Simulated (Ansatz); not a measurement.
# SmAuSe3: what a guessed cell relaxes into

The task: take a trial cell of SmAuSe3 to zero force and stress.

Method: DFT PBE, scalar-relativistic, plane waves, PAW; 4f electrons in the core of a trivalent norm-conserving potential, in Ansatz 0.2.0.

## (1) The system as given

Symmetry: P6/mmm, No. 191, hexagonal system. Conventional cell: a = 5.627 Å, b = 5.627 Å, c = 5.391 Å, α = 90.00°, β = 90.00°, γ = 120.00°. Around Sm (site symmetry 6/mmm) lie 2 Au at 2.70 Å and 6 Se at 2.81 Å. Se (site symmetry mmm) is surrounded by 2 Sm at 2.81 Å and 4 Se at 2.81 Å. Au (site symmetry 6/mmm) is surrounded by 2 Sm at 2.70 Å.

Structure file:

```cif
data_structure
_symmetry_space_group_name_H-M 'P6/mmm'
_symmetry_Int_Tables_number 191
_cell_length_a 5.6273
_cell_length_b 5.6273
_cell_length_c 5.3913
_cell_angle_alpha 90.000
_cell_angle_beta 90.000
_cell_angle_gamma 120.000
_cell_volume 147.85
loop_
_atom_site_label
_atom_site_type_symbol
_atom_site_symmetry_multiplicity
_atom_site_Wyckoff_symbol
_atom_site_fract_x
_atom_site_fract_y
_atom_site_fract_z
_atom_site_occupancy
Sm1 Sm 1 b 0.00000 0.00000 0.50000 1
Se1 Se 3 g 0.50000 0.00000 0.50000 1
Au1 Au 1 a 0.00000 0.00000 0.00000 1
```

A structure generator made this guess: random cell by space group and Wyckoff sites (P6/mmm, No. 191). The dimensions are guesses.

## (2) The guess as it stands, on a coarse mesh

File input.yaml:

```yaml
crystal:
  lattice:
    - [5.62732022, 0.0, 0.0]
    - [-2.81366011, 4.87340227, 0.0]
    - [0.0, 0.0, 5.39126855]
  atoms:
    - { symbol: Sm, position: [0.0, 0.0, 0.5] }
    - { symbol: Se, position: [0.5, 0.0, 0.5] }
    - { symbol: Se, position: [0.0, 0.5, 0.5] }
    - { symbol: Se, position: [0.5, 0.5, 0.5] }
    - { symbol: Au, position: [0.0, 0.0, 0.0] }
basis:
  ecutwfc: 690
kpoints:
  mp_grid: { grid: [6, 6, 4] }
hamiltonian:
  xc: pbe
  pseudopotentials:
    kind: paw
    azcp: { Sm: "pseudopotentials/pbe/nc/lanthanide_3plus/Sm.nc.azcp" }
scf:
  occupations: { method: gaussian, width: 0.1 }
  lower_state_search: "off"
output:
  forces: true
  stress: true
  eigenvalues: true
```

Launch:

```console
$ ansatz run input.yaml --threads 1 --pin off --max-ram 2560MiB --backend cpu --events-out ev --progress --plain --runs-dir out
```

The session goes on with these runs: spin check on a coarse mesh; rough relaxation on the coarse mesh; final relaxation.

Q: Predict the outcome of this session. Wanted: conventional cell; volume; energy over the elements; gap on the mesh.

As calculated:

```
                              quantity                                                                       value
symmetry at the end (tolerance 0.05 Å)                                                space group P6/mmm (No. 191)
                     conventional cell  a = 5.827 Å, b = 5.827 Å, c = 5.790 Å, α = 90.00°, β = 90.00°, γ = 120.00°
                                volume                                                               34.05 Å³/atom
              energy over the elements                                                               -0.29 eV/atom
                       gap on the mesh                                                                none (metal)
```

The space group P6/mmm (No. 191) is kept, and the volume per atom grows by 15.2 % from the first guess. It lies below the elements, which doesn't yet make it stable: competing phases were not computed in this session. No finished test with a distortion of lower symmetry is shown, so the end may be a saddle point. Spin-orbit coupling is left out for Au, Sm. The lanthanide's 4f electrons sit in the core of its potential, so it is trivalent by construction and shows no f bands or moments. Other magnetic orders were not searched.
